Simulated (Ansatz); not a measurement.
# CH2SiTe: the cost of one run

The runs use Ansatz 0.2.0, Gaussian basis; single points in def2-TZVPP.

Cores are frozen in the correlated methods. Filled d shells of the heavier atoms are correlated. Core potentials replace the inner electrons past krypton, and spin-orbit coupling is left out.

1 further run of the same task is left out (it didn't finish).

## 1. Starting geometry

5 atoms, charge 0, spin multiplicity 1.

Atoms are counted from 1 here; the program's logs count them from 0.

Bond lengths: Si1–C2 1.619 Å, Si1–H4 1.481 Å, C2–Te3 2.083 Å, Te3–H5 1.597 Å. Angles: C2–Si1–H4 163.3°, Si1–C2–Te3 119.9°, C2–Te3–H5 90.8°.

As a file:

```xyz
5

Si   -1.26064   -0.23368   -0.67087
C     0.33660   -0.07357   -0.45660
Te    1.09561    0.33262    1.44046
H    -2.60205   -0.77767   -0.98164
H     2.58659    0.33317    0.86877
```

## 2. PBE-D4/def2-TZVPP

File run/in.yaml:

```yaml
crystal:
  periodic: [false, false, false]
  atoms:
    - {symbol: Si, position_ang: [-1.260638, -0.233681, -0.670875]}
    - {symbol: C, position_ang: [0.336599, -0.073566, -0.456601]}
    - {symbol: Te, position_ang: [1.095609, 0.332621, 1.440460]}
    - {symbol: H, position_ang: [-2.602051, -0.777670, -0.981639]}
    - {symbol: H, position_ang: [2.586586, 0.333169, 0.868767]}
basis:
  gaussian: {orbitals: def2-TZVPP}
hamiltonian: {xc: pbe, dispersion: d4}
output: {forces: true}
```

Run with:

```bash
$ ansatz run in.yaml --threads 2 --pin off --events-out ev --progress --plain --max-ram 3481MiB
```

**Question.** How long does this run take on 2 threads of Arm Neoverse V2, shared host?

About 1.6 s.
